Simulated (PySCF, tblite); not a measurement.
# C₇H₄F₂O: a rotation path, then NMR shifts on frames, part 2 of 2

tblite 0.8.0 and PySCF 2.14.0. Atoms count from 0. The steps go on from the part before.

### 5 Shielding tensors: image 4, PBE0/pcSseg-1

Job settings and geometry (Å):

```
{"job": {"kind": "nmr", "xc": "PBE0", "basis": "pcSseg-1", "pop": false}, "charge": 0, "multiplicity": 1}
C      2.552000    -1.507400     3.069000
C      2.067900    -1.099600     2.042900
C      1.504200    -0.648200     0.898000
C      0.943000    -0.224800    -0.092100
C      0.376900     0.253200    -1.282400
C     -0.844100     0.756800    -1.483200
O     -1.897300     0.948400    -0.626800
C     -1.828700     0.577500     0.674300
F     -2.829100    -0.288500     0.947600
F     -2.049800     1.652000     1.462600
H      2.999400    -1.845800     3.954200
H      1.028600     0.210300    -2.145500
H     -1.144800     1.100400    -2.461700
H     -0.878900     0.115100     0.981100
```

With the program's defaults for keys left out, this is: GIAO PBE0/pcSseg-1 NMR shielding, non-relativistic, gas phase.

The program printed:

```text
coarse grid: 13344 points
cycle   1  E = -543.0376664178  dE =  1.887e+00  |g| = 8.662e-01  |ddm| = 3.860e+00
cycle   2  E = -542.9199939972  dE =  1.177e-01  |g| = 1.215e+00  |ddm| = 1.261e+00
cycle   3  E = -543.1663508563  dE = -2.464e-01  |g| = 1.645e-01  |ddm| = 7.579e-01
cycle   4  E = -543.1701714871  dE = -3.821e-03  |g| = 1.111e-01  |ddm| = 2.012e-01
cycle   5  E = -543.1733568581  dE = -3.185e-03  |g| = 2.101e-02  |ddm| = 9.331e-02
cycle   6  E = -543.1734437293  dE = -8.687e-05  |g| = 8.581e-03  |ddm| = 2.189e-02
cycle   7  E = -543.1734587302  dE = -1.500e-05  |g| = 2.773e-03  |ddm| = 8.600e-03
cycle   8  E = -543.1734605734  dE = -1.843e-06  |g| = 8.595e-04  |ddm| = 2.941e-03
final grid: 134360 points
cycle   9  E = -543.2583855192  dE = -4.035e-05  |g| = 1.020e-02  |ddm| = 1.019e-01
cycle  10  E = -543.2583594231  dE =  2.610e-05  |g| = 1.562e-02  |ddm| = 1.698e-02
cycle  11  E = -543.2584034530  dE = -4.403e-05  |g| = 2.497e-03  |ddm| = 1.114e-02
cycle  12  E = -543.2584049618  dE = -1.509e-06  |g| = 7.145e-04  |ddm| = 2.336e-03
cycle  13  E = -543.2584050885  dE = -1.267e-07  |g| = 2.128e-04  |ddm| = 7.280e-04
cycle  14  E = -543.2584050977  dE = -9.191e-09  |g| = 9.657e-05  |ddm| = 2.146e-04
cycle  15  E = -543.2584050997  dE = -1.998e-09  |g| = 1.773e-05  |ddm| = 8.685e-05
cycle  16  E = -543.2584050997  dE = -4.900e-11  |g| = 1.245e-05  |ddm| = 2.237e-05
converged SCF energy = -543.2584050997

GIAO shielding tensors (ppm)
atom      isotropic    diamagn.    paramagn.     s11        s22        s33       span
  0 C      101.683     261.960    -160.277     32.453     36.379    236.217    203.764
  1 C      114.435     247.692    -133.257     24.227     25.369    293.709    269.482
  2 C       92.574     246.359    -153.785     31.377     46.873    199.472    168.095
  3 C      116.010     253.911    -137.901     16.567     21.285    310.177    293.610
  4 C       97.838     261.681    -163.843      8.949    122.778    161.788    152.839
  5 C       26.265     247.964    -221.699    -88.049     58.234    108.610    196.659
  6 O      130.868     394.572    -263.704     70.184     86.918    235.503    165.319
  7 C       67.270     249.166    -181.896     49.142     69.043     83.626     34.484
  8 F      269.008     470.459    -201.452    175.937    286.425    344.661    168.724
  9 F      269.375     470.217    -200.843    176.390    286.896    344.837    168.447
 10 H       29.511      33.978      -4.467     24.853     24.940     38.738     13.885
 11 H       26.547      29.929      -3.382     22.524     27.558     29.558      7.034
 12 H       25.193      28.295      -3.102     21.799     25.946     27.832      6.033
 13 H       22.442      29.516      -7.073     16.171     19.173     31.984     15.813
```

Run time: 22 s. Hardware: 1 thread of Arm Neoverse V2, shared host; peak memory 0.86 GiB.

Key values: δ C5 160.7, C7 119.7, C2 94.4, C4 89.1, H13 9.27, H12 6.52 ppm.

### 6 Nuclear shieldings: image 6, PBE0/pcSseg-1

Job settings and geometry (Å):

```
{"job": {"kind": "nmr", "xc": "PBE0", "basis": "pcSseg-1", "pop": false}, "charge": 0, "multiplicity": 1}
C      2.536100    -1.545900     3.058200
C      2.041000    -1.143900     2.035100
C      1.472200    -0.697900     0.890500
C      0.913500    -0.267300    -0.097500
C      0.352500     0.210500    -1.290000
C     -0.847600     0.764100    -1.484200
O     -1.872000     1.023700    -0.610400
C     -1.786500     0.665300     0.692800
F     -2.476200    -0.480600     0.916000
F     -2.392600     1.609900     1.433100
H      2.984700    -1.877400     3.945400
H      0.989900     0.121600    -2.160300
H     -1.151300     1.097600    -2.465000
H     -0.764400     0.519800     1.074300
```

With the program's defaults for keys left out, this is: GIAO PBE0/pcSseg-1 NMR shielding, non-relativistic, gas phase.

The program printed:

```text
coarse grid: 13344 points
cycle   1  E = -543.0377896783  dE =  1.888e+00  |g| = 8.658e-01  |ddm| = 3.871e+00
cycle   2  E = -542.9212728356  dE =  1.165e-01  |g| = 1.212e+00  |ddm| = 1.274e+00
cycle   3  E = -543.1664307398  dE = -2.452e-01  |g| = 1.648e-01  |ddm| = 7.649e-01
cycle   4  E = -543.1702813359  dE = -3.851e-03  |g| = 1.107e-01  |ddm| = 2.012e-01
cycle   5  E = -543.1734375286  dE = -3.156e-03  |g| = 2.110e-02  |ddm| = 9.299e-02
cycle   6  E = -543.1735250548  dE = -8.753e-05  |g| = 8.625e-03  |ddm| = 2.210e-02
cycle   7  E = -543.1735402373  dE = -1.518e-05  |g| = 2.756e-03  |ddm| = 8.641e-03
cycle   8  E = -543.1735420528  dE = -1.816e-06  |g| = 8.641e-04  |ddm| = 2.952e-03
final grid: 134360 points
cycle   9  E = -543.2592807736  dE = -4.161e-05  |g| = 1.032e-02  |ddm| = 9.772e-02
cycle  10  E = -543.2592545545  dE =  2.622e-05  |g| = 1.572e-02  |ddm| = 1.736e-02
cycle  11  E = -543.2592991269  dE = -4.457e-05  |g| = 2.566e-03  |ddm| = 1.135e-02
cycle  12  E = -543.2593007216  dE = -1.595e-06  |g| = 7.288e-04  |ddm| = 2.394e-03
cycle  13  E = -543.2593008536  dE = -1.320e-07  |g| = 2.163e-04  |ddm| = 7.380e-04
cycle  14  E = -543.2593008632  dE = -9.544e-09  |g| = 9.411e-05  |ddm| = 2.158e-04
cycle  15  E = -543.2593008650  dE = -1.881e-09  |g| = 1.839e-05  |ddm| = 8.482e-05
cycle  16  E = -543.2593008651  dE = -5.684e-11  |g| = 1.226e-05  |ddm| = 2.302e-05
converged SCF energy = -543.2593008651

GIAO shielding tensors (ppm)
atom      isotropic    diamagn.    paramagn.     s11        s22        s33       span
  0 C      102.306     262.110    -159.804     32.367     36.690    237.863    205.496
  1 C      114.298     247.583    -133.285     24.106     25.257    293.531    269.426
  2 C       93.756     246.670    -152.913     29.679     47.930    203.659    173.981
  3 C      115.689     254.079    -138.389     16.249     21.416    309.403    293.154
  4 C       97.054     261.571    -164.517      8.506    121.276    161.378    152.872
  5 C       26.649     248.129    -221.480    -87.004     58.430    108.521    195.526
  6 O      131.761     394.637    -262.876     72.221     90.819    232.243    160.021
  7 C       66.913     247.824    -180.911     48.800     69.148     82.792     33.992
  8 F      263.754     472.202    -208.448    174.602    270.145    346.516    171.914
  9 F      276.471     468.759    -192.289    184.750    298.932    345.730    160.980
 10 H       29.557      33.996      -4.439     24.843     24.958     38.869     14.026
 11 H       26.524      29.989      -3.465     22.503     27.539     29.529      7.026
 12 H       25.204      28.323      -3.119     21.834     26.010     27.767      5.932
 13 H       22.739      29.447      -6.708     16.995     20.075     31.146     14.151
```

Wall time 22 s (1 thread of Arm Neoverse V2, shared host); peak memory 1 GiB.

This run: δ C5 160.3, C7 120.0, C2 93.2, C4 89.9, H13 8.98, H12 6.51 ppm.

### 7 Shielding tensors: image 8, PBE0/pcSseg-1

Job settings and geometry (Å):

```
{"job": {"kind": "nmr", "xc": "PBE0", "basis": "pcSseg-1", "pop": false}, "charge": 0, "multiplicity": 1}
C      2.498300    -1.620000     3.040800
C      1.986300    -1.193400     2.036200
C      1.416300    -0.717400     0.903800
C      0.874200    -0.274300    -0.087000
C      0.327900     0.192300    -1.290300
C     -0.872500     0.738700    -1.499300
O     -1.890500     1.004600    -0.617500
C     -1.724100     0.769600     0.704700
F     -1.884900    -0.542300     1.003100
F     -2.703300     1.419500     1.351100
H      2.939800    -1.990900     3.916100
H      0.970000     0.079000    -2.154700
H     -1.186700     1.042900    -2.486100
H     -0.751500     1.090900     1.117000
```

Level: GIAO PBE0/pcSseg-1 NMR shielding, non-relativistic, gas phase.

The program printed:

```text
coarse grid: 13344 points
cycle   1  E = -543.0382861961  dE =  1.889e+00  |g| = 8.673e-01  |ddm| = 3.919e+00
cycle   2  E = -542.9234481971  dE =  1.148e-01  |g| = 1.211e+00  |ddm| = 1.339e+00
cycle   3  E = -543.1678233272  dE = -2.444e-01  |g| = 1.673e-01  |ddm| = 7.944e-01
cycle   4  E = -543.1718613637  dE = -4.038e-03  |g| = 1.099e-01  |ddm| = 2.021e-01
cycle   5  E = -543.1749395201  dE = -3.078e-03  |g| = 2.174e-02  |ddm| = 9.282e-02
cycle   6  E = -543.1750322288  dE = -9.271e-05  |g| = 8.869e-03  |ddm| = 2.307e-02
cycle   7  E = -543.1750483551  dE = -1.613e-05  |g| = 2.719e-03  |ddm| = 8.783e-03
cycle   8  E = -543.1750500944  dE = -1.739e-06  |g| = 8.898e-04  |ddm| = 3.024e-03
final grid: 134360 points
cycle   9  E = -543.2612176237  dE = -4.502e-05  |g| = 1.049e-02  |ddm| = 1.033e-01
cycle  10  E = -543.2611900368  dE =  2.759e-05  |g| = 1.606e-02  |ddm| = 1.879e-02
cycle  11  E = -543.2612367944  dE = -4.676e-05  |g| = 2.594e-03  |ddm| = 1.188e-02
cycle  12  E = -543.2612383845  dE = -1.590e-06  |g| = 7.512e-04  |ddm| = 2.380e-03
cycle  13  E = -543.2612385220  dE = -1.375e-07  |g| = 2.341e-04  |ddm| = 7.564e-04
cycle  14  E = -543.2612385334  dE = -1.141e-08  |g| = 9.761e-05  |ddm| = 2.417e-04
cycle  15  E = -543.2612385355  dE = -2.083e-09  |g| = 2.268e-05  |ddm| = 9.381e-05
cycle  16  E = -543.2612385356  dE = -9.197e-11  |g| = 1.428e-05  |ddm| = 2.831e-05
converged SCF energy = -543.2612385356

GIAO shielding tensors (ppm)
atom      isotropic    diamagn.    paramagn.     s11        s22        s33       span
  0 C      104.628     262.673    -158.046     33.362     37.492    243.028    209.666
  1 C      113.686     247.415    -133.729     23.553     24.591    292.915    269.362
  2 C       97.390     247.867    -150.477     27.757     49.134    215.280    187.524
  3 C      115.278     254.432    -139.154     15.586     23.199    307.049    291.463
  4 C       94.714     261.465    -166.750      7.687    116.493    159.963    152.275
  5 C       28.011     248.503    -220.492    -83.417     59.504    107.945    191.363
  6 O      135.745     394.747    -259.002     78.775    106.134    222.326    143.552
  7 C       65.438     243.425    -177.987     47.128     69.023     80.163     33.035
  8 F      255.892     474.753    -218.860    180.391    252.709    334.576    154.185
  9 F      279.884     467.218    -187.334    190.534    300.544    348.575    158.041
 10 H       29.729      34.137      -4.408     24.868     25.006     39.312     14.444
 11 H       26.451      30.074      -3.623     22.421     27.434     29.497      7.076
 12 H       25.222      28.346      -3.124     21.925     26.158     27.582      5.657
 13 H       23.872      29.033      -5.161     19.726     23.623     28.266      8.540
```

Wall time 23 s (1 thread of Arm Neoverse V2, shared host); peak memory 0.85 GiB.

This run: δ C5 158.9, C7 121.5, C4 92.2, C2 89.5, H13 7.85, H12 6.50 ppm.

### 8 Comparing the runs: NMR shifts

Shifts (ppm) of some atoms, chosen among heavy atoms and hydrogens apart, with basis size and wall time:

```tsv
frame	C4	C2	H13	H10	O6	F9	F8	functions	time
image 0	92.1	89.7	7.88	2.00	200.6	-85.6	-109.1	190	30 s
image 2	90.0	92.4	8.81	2.12	203.7	-92.8	-105.2	190	23 s
image 4	89.1	94.4	9.27	2.21	205.2	-98.4	-98.1	190	22 s
image 6	89.9	93.2	8.98	2.16	204.3	-105.5	-92.8	190	22 s
image 8	92.2	89.5	7.85	1.99	200.3	-108.9	-84.9	190	23 s
```

### 9 Results

This closing draws on all 2 parts.

```
                                         quantity                                           value
                                          barrier              0.042 eV (1.0 kcal/mol) at image 4
                            end to end (GFN2-xTB)                                        0.000 eV
  13C shifts against TMS (PBE0/pcSseg-1, image 0)  158.9, 121.4, 92.1, 89.7, 82.4, 73.2, 71.7 ppm
   1H shifts against TMS (PBE0/pcSseg-1, image 0)                      7.88, 6.48, 5.26, 2.00 ppm
  17O shifts against H2O (PBE0/pcSseg-1, image 0)                                       200.6 ppm
19F shifts against CFCl3 (PBE0/pcSseg-1, image 0)                               -85.6, -109.1 ppm
            surface potential, 1st and 99th percentile                              -0.84 V and 1.60 V
                         range of the shift of F8                             -109.1 to -84.9 ppm
```

**Reading.** Along the band the dihedral turns by 85°, and the top (dihedral -122°) lies 1.0 kcal/mol above the start (GFN2-xTB, rough), so at room temperature this motion is fast. The top was not checked by a frequency run. Shifts at one fixed geometry are not the observed spectrum, which averages over the motion. In the first frame run (image 0): The largest span, 292 ppm, is at C3, where the paramagnetic term is -139 ppm. By nearest atom (PBE0/pcSseg-1), the HOMO sits on C0, C2, C5 about 17 % each; C3, C4 about 13 % each and the LUMO on C5 23 %; C0, C2, C3 about 15 % each. In ppm, F8 moves most: its shift spreads over 24.1 ppm, from -109.1 (image 0) to -84.9 (image 8).
